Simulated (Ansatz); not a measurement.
# Cl2H3NOZr: basis-set convergence

How large a basis does Cl2H3NOZr need? Two functionals are run in growing sets.

The runs use Ansatz 0.2.0, Gaussian basis; one geometry, several basis sets.

Levels to be run: PBE0-D4/def2-SVP; ωB97M-V/def2-SVP; PBE0-D4/def2-QZVPP; ωB97M-V/def2-QZVPP; the functionals' def2-TZVPP values are taken from earlier runs.

1 further run of the same task is left out (for a known fault of the program).

## (1) Structure used throughout

An earlier PBE0-D4 in a triple-zeta def2 set relaxation fixed the geometry. Zr takes the def2 core potential; no spin-orbit term is included.

8 atoms, charge 0, spin multiplicity 1.

Atoms are counted from 1 here; the program's logs count them from 0.

Bond lengths: N1–Zr2 2.005 Å, N1–H6 1.012 Å, N1–H7 1.011 Å, Zr2–O3 1.895 Å, Zr2–Cl4 2.363 Å, Zr2–Cl5 2.363 Å, O3–H8 0.954 Å. Angles: Zr2–N1–H6 125.0°, Zr2–N1–H7 125.7°, H6–N1–H7 109.3°, N1–Zr2–O3 105.6°, N1–Zr2–Cl4 109.0°, N1–Zr2–Cl5 109.0°, O3–Zr2–Cl4 112.3°, O3–Zr2–Cl5 112.3°, Cl4–Zr2–Cl5 108.5°, Zr2–O3–H8 163.2°.

## (2) PBE0-D4 in def2-SVP

Contents of in.yaml:

```yaml
crystal:
  periodic: [false, false, false]
  atoms:
    - {symbol: N, position_ang: [-0.960405, 0.946476, 0.690050]}
    - {symbol: Zr, position_ang: [0.231330, -0.120365, -0.519619]}
    - {symbol: O, position_ang: [1.039186, -1.429202, 0.588064]}
    - {symbol: Cl, position_ang: [-1.076066, -1.080720, -2.237433]}
    - {symbol: Cl, position_ang: [1.820243, 1.323635, -1.506072]}
    - {symbol: H, position_ang: [-1.536939, 1.725217, 0.398449]}
    - {symbol: H, position_ang: [-1.081535, 0.795146, 1.682035]}
    - {symbol: H, position_ang: [1.564195, -2.160187, 0.904526]}
basis:
  gaussian: {orbitals: def2-SVP}
hamiltonian: {xc: pbe0, dispersion: d4}
output: {orbitals: {seedname: orbitals}}
```

Command:

```bash
$ ansatz run in.yaml --threads 2 --pin off --events-out ev --progress --plain --max-ram 32768MiB --backend cpu
```

After this run come: ωB97M-V in def2-SVP; PBE0-D4 in def2-QZVPP; ωB97M-V in def2-QZVPP.

Q: Predict the results of all the runs planned. Wanted: PBE0-D4: double and triple zeta above quadruple; ωB97M-V: double and triple zeta above quadruple.

**Answer**, as computed:

| quantity | value |
| --- | --- |
| PBE0-D4: double and triple zeta above quadruple | 14.25, 1.03 eV |
| ωB97M-V: double and triple zeta above quadruple | 14.22, 0.98 eV |

For PBE0-D4 the step from double to triple zeta gains 13.22 eV and the next only 1.03 eV. Total energies overstate the basis error of differences, where much of it tends to cancel.
